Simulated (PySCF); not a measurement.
# The bond of BeBr−, level by level

What are the lowest state that PBE0 finds, the bond length, vibrational wavenumber and bond energy of BeBr−, and how much do these hang on the method?

Computed with PySCF 2.14.0. Level: Be def2-SVPD, Br def2-SVPD, no relativity.

1 further run of the same task is left out (set aside as unsound or not needed).

## 1. The job

Settings of the job:

```
atoms                         : Be, Br
charge                        : -1
basis                         : Be def2-SVPD, Br def2-SVPD
Hamiltonian                   : no relativity
basis functions               : 53
electrons treated             : 40
masses in u                   : 9.0122, 78.9183
levels                        : PBE0, PBE, r²SCAN, LDA, PBEsol, B3LYP, CAM-B3LYP, HF, MP2, SCS-MP2, CCSD, CCSD(T)
grid                          : 80 radial by 434 angular points
occupations                   : held fixed by the projection of orbital angular momentum
dissociation limit            : Be + Br−, each in its ground configuration
starting distance in angstrom : 2.175
values of 2S to try           : 0, 2
```

Command:

```sh
OMP_NUM_THREADS=1 python dia.py task.json out
```

After this run come: First curve: PBE0; PBE (GGA); r²SCAN; LDA (local density); PBEsol (GGA); B3LYP (global hybrid GGA); CAM-B3LYP (range-separated hybrid); RHF (mean field); MP2 and coupled cluster.

What does the calculation give? Wanted: for each run, Re; ωe; De; μ.

**Answer**, as computed:

Lowest PBE0 solution found, without spin–orbit coupling: ¹Σ⁺ (singlet), closed shell.

```csv
level,Re (Å),ωe (cm⁻¹),De (eV),μ (D)
RHF,2.268,347,0.75,7.79
RHF-MP2,2.255,355,0.88,n/a
RHF-SCS-MP2,2.267,345,0.80,n/a
RHF-CCSD,2.291,326,0.65,n/a
RHF-CCSD(T),2.289,329,0.69,n/a
LDA,2.181,407,1.49,7.54
PBE,2.239,368,1.22,7.32
PBEsol,2.218,385,1.34,7.48
r²SCAN,2.230,379,1.23,7.76
B3LYP,2.238,363,1.01,7.37
PBE0,2.229,376,1.17,7.50
CAM-B3LYP,2.221,373,1.00,7.55
```

De is counted to Be + Br− in their ground configurations. A positive dipole points from Be to Br; in an ion it is taken about the centre of mass and does not tell which atom is negative.

**Reading.** The methods spread over 0.110 Å in bond length, from LDA to RHF-CCSD. CCSD(T) can't serve as the judge here: for a weak bond in this basis it is far from its limit. Among the levels with a De in the table, it runs from 0.65 eV (RHF-CCSD) to 1.49 eV (LDA).

Correlated steps freeze 9 core orbitals. With some functionals the highest level of the anion is positive, from self-interaction error or because the anion is truly unbound there; the finite basis then holds the extra electron, and no neutral molecule was run to test the binding.
